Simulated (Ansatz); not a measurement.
# H2I+ (singlet): the correlation ladder at scale of all distances = 1.283, def2-SVP

How much of the correlation energy of H2I+ (singlet) does each wave-function method recover here?

The runs use Ansatz 0.2.0, Gaussian basis; def2-SVP, core rule «outside noble gas», up to 9 orbitals frozen.

To be run: UHF; CCSD(T) on RHF; CCSD(T) on UHF; BCCD(T) on RHF; CISD; CCSDT(Q) on RHF; CCSDT(Q) on UHF; CCSDTQ on RHF; CASSCF and MRCISD+Q, 2 electrons in 2 orbitals; CASSCF and NEVPT2, 2 electrons in 2 orbitals; CASSCF and MRCISD+Q, 8 electrons in 6 orbitals; CASSCF and NEVPT2, 8 electrons in 6 orbitals.

8 further runs of the same task are left out: 7 that didn't finish, 1 set aside as unsound or not needed.

## 1. The geometry

The geometry derives from a PBE0/def2-TZVP stationary point (not a proven minimum). All distances are scaled together. No spin-orbit coupling is included. Elements past krypton take def2 core potentials.

3 atoms, charge 1, spin multiplicity 1.

Atoms are counted from 1 here; the program's logs count them from 0.

No contacts short enough for the rule that draws bonds.

## 2. UHF

Contents of in.yaml:

```yaml
crystal:
  periodic: [false, false, false]
  atoms:
    - {symbol: I, position_ang: [0.000000, -0.022913, 0.000000]}
    - {symbol: H, position_ang: [0.000000, 1.442415, -1.490088]}
    - {symbol: H, position_ang: [0.000000, 1.442476, 1.490029]}
basis:
  gaussian: {orbitals: def2-SVP}
total_charge: 1
magnetization: {spin_polarized: true, initial_magnetization: 0}
hamiltonian: {xc: hf}
output: {orbitals: {seedname: orbitals}}
```

Launch:

```bash
> ansatz run in.yaml --threads 1 --pin off --events-out ev --progress --plain --max-ram 2393MiB
```

The runs that follow: CCSD(T) on RHF; CCSD(T) on UHF; BCCD(T) on RHF; CISD; CCSDT(Q) on RHF; CCSDT(Q) on UHF; CCSDTQ on RHF; CASSCF and MRCISD+Q, 2 electrons in 2 orbitals; CASSCF and NEVPT2, 2 electrons in 2 orbitals; CASSCF and MRCISD+Q, 8 electrons in 6 orbitals; CASSCF and NEVPT2, 8 electrons in 6 orbitals.

**Question.** What will the summary of the whole plan be? Wanted: RCCSDTQ below the RHF energy; RMP2 from RCCSDTQ; UMP2 from RCCSDTQ; RCCSD from RCCSDTQ; RCCSD(T) from RCCSDTQ; UCCSD(T) from RCCSDTQ; RCCSDT(Q) from RCCSDTQ; UCCSDT(Q) from RCCSDTQ; NEVPT2 pair from RCCSDTQ.

As calculated:

| quantity | value |
| --- | --- |
| RCCSDTQ below the RHF energy | -4.2640 eV |
| RMP2 from RCCSDTQ | +20.55 kcal/mol |
| UMP2 from RCCSDTQ | +25.88 kcal/mol |
| RCCSD from RCCSDTQ | +3.33 kcal/mol |
| RCCSD(T) from RCCSDTQ | +0.58 kcal/mol |
| UCCSD(T) from RCCSDTQ | +0.64 kcal/mol |
| RCCSDT(Q) from RCCSDTQ | +0.01 kcal/mol |
| UCCSDT(Q) from RCCSDTQ | +0.03 kcal/mol |
| NEVPT2 pair from RCCSDTQ | +14.87 kcal/mol |
| MRCISD+Q pair from RCCSDTQ | -0.78 kcal/mol |
| NEVPT2 valence from RCCSDTQ | +12.24 kcal/mol |
| levels within 1 kcal/mol (43 meV) | RCCSD(T), UCCSD(T), BCCD(T), RCCSDT, UCCSDT, RCCSDT(Q), UCCSDT(Q), MRCISD+Q pair, MRCISD+Q valence |
| T1 diagnostic | 0.018 |
| effectively unpaired electrons | 0.16 |

**Reading.** RCCSD(T) lands +0.58 kcal/mol from the yardstick (0.6 % of the correlation energy). One determinant dominates. Of the multireference levels listed MRCISD+Q valence comes nearest in total energy (-0.22 kcal/mol), which doesn't show that its space is the better one. Coupled cluster took another determinant than the lowest Hartree-Fock one. These misses are within one basis, not against nature.
